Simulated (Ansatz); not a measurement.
# ScAg4: the cost of one run

Method: DFT, r2SCAN, no spin polarisation, plane waves, PAW, in Ansatz 0.2.0.

### Step 1. The cell

The structure is tetragonal, space group I4/m (No. 87). Conventional cell: a = 6.657 Å, b = 6.657 Å, c = 4.120 Å, α = 90.00°, β = 90.00°, γ = 90.00°. Around Ag (site symmetry m) lie 9 Ag at 2.95 to 2.98 Å and 3 Sc at 2.95 to 2.98 Å. Sc (site symmetry 4/m) is surrounded by 12 Ag at 2.95 to 2.98 Å.

In its conventional cell, by symmetry (the run takes the cell typed in the input):

```cif
data_structure
_symmetry_space_group_name_H-M 'I4/m'
_symmetry_Int_Tables_number 87
_cell_length_a 6.6570
_cell_length_b 6.6570
_cell_length_c 4.1200
_cell_angle_alpha 90.000
_cell_angle_beta 90.000
_cell_angle_gamma 90.000
_cell_volume 182.58
loop_
_atom_site_label
_atom_site_type_symbol
_atom_site_symmetry_multiplicity
_atom_site_Wyckoff_symbol
_atom_site_fract_x
_atom_site_fract_y
_atom_site_fract_z
_atom_site_occupancy
Ag1 Ag 8 h 0.70000 0.90000 0.50000 1
Sc1 Sc 2 a 0.00000 0.00000 0.00000 1
```

The run starts from a saved solution of this cell (checkpoint.read), perhaps found on another mesh.

### Step 2. The calculation

Contents of input.yaml:

```yaml
crystal:
  lattice:
    - [0.0, 0.0, 4.119977]
    - [3.328507, -3.328507, 2.059989]
    - [3.328507, 3.328507, -2.059989]
  atoms:
    - { symbol: Ag, position: [0.4, 0.8, 0.6] }
    - { symbol: Ag, position: [0.2, 0.4, 0.8] }
    - { symbol: Ag, position: [0.6, 0.2, 0.4] }
    - { symbol: Ag, position: [0.8, 0.6, 0.2] }
    - { symbol: Sc, position: [0.0, 0.0, 0.0] }
  symmetry: { tolerance: 0.0003 }
kpoints:
  mp_grid: { grid: [8, 8, 8], shift: [0, 0, 0] }
  band_path:
    path:
      - [0.0, 0.0, 0.0]
      - [0.0, 0.0, 0.5]
      - [0.0, 0.5, 0.5]
      - [0.0, 0.0, 0.0]
      - [0.69151405, 0.34575703, -0.34575703]
      - [0.30848595, 0.65424297, 0.34575703]
      - [0.0, 0.5, 0.5]
      - [0.0, 0.0, 0.5]
      - [0.5, 0.25, 0.25]
      - [0.5, 0.5, 0.0]
      - [0.0, 0.0, 0.0]
    npoints: 6
magnetization:
  spin_polarized: false
scf:
  occupations: { method: gaussian, width: 0.098 }
  lower_state_search: "off"
  max_iter: 200
hamiltonian:
  pseudopotentials: { kind: paw }
  xc: r2scan
basis:
  ecutwfc: 500
  fft_grid_basis: typed
output:
  forces: true
  stress: true
  eigenvalues: true
  bader: true
  populations: true
  elf: true
  write_potential: true
  volumetric_format: npy
  dos:
    e_range: [-12, 8]
    de: 0.05
    projected: { site_lists: { Ag: [Ag], Sc: [Sc] } }
checkpoint:
  read: saved_state
```

**Question.** How long does this run take on 1 thread of an Arm CPU, shared host, and how much memory does it need?

About 1.9 min, with a peak of 0.77 GiB.
